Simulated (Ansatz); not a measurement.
# UCCSD/def2-TZVPP run of GeH2Cl (SMILES [Cl][GeH2])

What is the electronic atomisation energy of GeH2Cl at UCCSD/def2-TZVPP? 

The results are computed with Ansatz 0.2.0.

39 further runs of the same task are left out: 39 set aside as unsound or not needed.

**1. The structure to begin with**

GeH2Cl: 4 atoms, total charge 0, spin state doublet. SMILES: `[Cl][GeH2]`. The coordinates come from a PBE0-D4/def2-TZVP relaxation.

Bond lengths: Cl1–Ge2 2.156 Å, Ge2–H3 1.546 Å, Ge2–H4 1.546 Å. Angles: Cl1–Ge2–H3 106.8°, Cl1–Ge2–H4 106.8°, H3–Ge2–H4 112.3°.

**2. The energy at UCCSD/def2-TZVPP**

File input.yaml:

```yaml
crystal:
  periodic: [false, false, false]
  atoms:
    - symbol: Cl
      position_ang: [-1.562900, 0.305200, 0.993500]
    - symbol: Ge
      position_ang: [0.106700, -0.451100, -0.141600]
    - symbol: H
      position_ang: [0.072700, 0.259600, -1.514200]
    - symbol: H
      position_ang: [1.383400, -0.113700, 0.662300]
basis:
  gaussian:
    orbitals: def2-TZVPP
magnetization:
  spin_polarized: true
  initial_magnetization: 1
correlation:
  method: ccsd
  frozen_orbitals: {Cl: 5, Ge: 9, H: 0}
accuracy: high
scf:
  omitted_lower_state_checks: [cluster_reference, increment]
```

Launch:

```console
$ ansatz run input.yaml --threads 1 --pin off --max-ram 3480MiB --events-out events.jsonl --progress --plain --runs-dir runs
```

Output:

```text
Warning: RAYON_NUM_THREADS=1 ignored (pool sized by the plan → 1); use --threads N
[... 11 lines left out ...]
14 core orbitals not correlated: weight in the atoms' cores, before any rotation towards them, 1.000 or more for the frozen orbitals, at most 0.000 for the correlated occupied ones
[... 24 lines left out ...]
Total energy: -69021.79343737 eV, -2536.5041241713 hartree
Checks for a lower state left out: cluster_reference, increment
```

Run time: 71 s. Hardware: 1 thread of Arm Neoverse V2, shared host; peak memory 1.9 GiB.

**3. The Cl atom**

File molecule.yaml:

```yaml
crystal:
  periodic: [false, false, false]
  atoms:
    - symbol: Cl
      position_ang: [0.000000, 0.000000, 0.000000]
basis:
  gaussian:
    orbitals: def2-TZVPP
magnetization:
  spin_polarized: true
  initial_magnetization: 1
correlation:
  method: ccsd
  frozen_orbitals: {Cl: 5}
accuracy: high
scf:
  omitted_lower_state_checks: [cluster_reference, increment]
```

Run the same way, it converges to -459.65888 Eh (log not shown).

**4. The Ge atom at the same level**

File input.yaml:

```yaml
crystal:
  periodic: [false, false, false]
  atoms:
    - {symbol: Ge, position_ang: [0.000000, 0.000000, 0.000000]}
basis:
  gaussian: {orbitals: def2-TZVPP}
magnetization: {spin_polarized: true, initial_magnetization: 2}
correlation: {method: ccsd, frozen_orbitals: {Ge: 9}}
accuracy: high
scf: {omitted_lower_state_checks: [cluster_reference, increment]}
```

Run the same way, it converges to -2075.50982 Eh (log not shown).

**5. The H atom: the energy at UHF/def2-TZVPP**

File job.yaml:

```yaml
basis:
  gaussian: {orbitals: def2-TZVPP}
crystal:
  periodic: [false, false, false]
  atoms:
    - {symbol: H, position_ang: [0.000000, 0.000000, 0.000000]}
magnetization: {spin_polarized: true, initial_magnetization: 1}
hamiltonian: {xc: hf}
accuracy: high
```

Run the same way, it converges to -0.49981 Eh (log not shown).

**6. Results**

At UCCSD/def2-TZVPP, 14 core orbitals frozen:

| quantity | value |
| --- | --- |
| molecule: total energy | -2536.50412 Eh |
| molecule: correlation energy (14 core orbitals frozen) | -451.2 mEh |
| molecule: ⟨S²⟩ of the reference determinant | 0.755 |
| molecule: T1 diagnostic | 0.012 |
| Cl atom: total energy | -459.65888 Eh |
| Cl atom: correlation energy (5 core orbitals frozen) | -182.0 mEh |
| Cl atom: ⟨S²⟩ of the reference determinant | 0.760 |
| Cl atom: T1 diagnostic | 0.007 |
| Ge atom: total energy | -2075.50982 Eh |
| Ge atom: correlation energy (9 core orbitals frozen) | -188.8 mEh |
| Ge atom: ⟨S²⟩ of the reference determinant | 2.011 |
| Ge atom: T1 diagnostic | 0.009 |
| H atom: total energy | -0.49981 Eh |
| H atom: ⟨S²⟩ | 0.750 |
| electronic atomisation energy | 9.138 eV |

**Reading.** Taking the molecule apart into free atoms costs 9.14 eV (211 kcal/mol), before zero-point energy and without spin-orbit coupling.
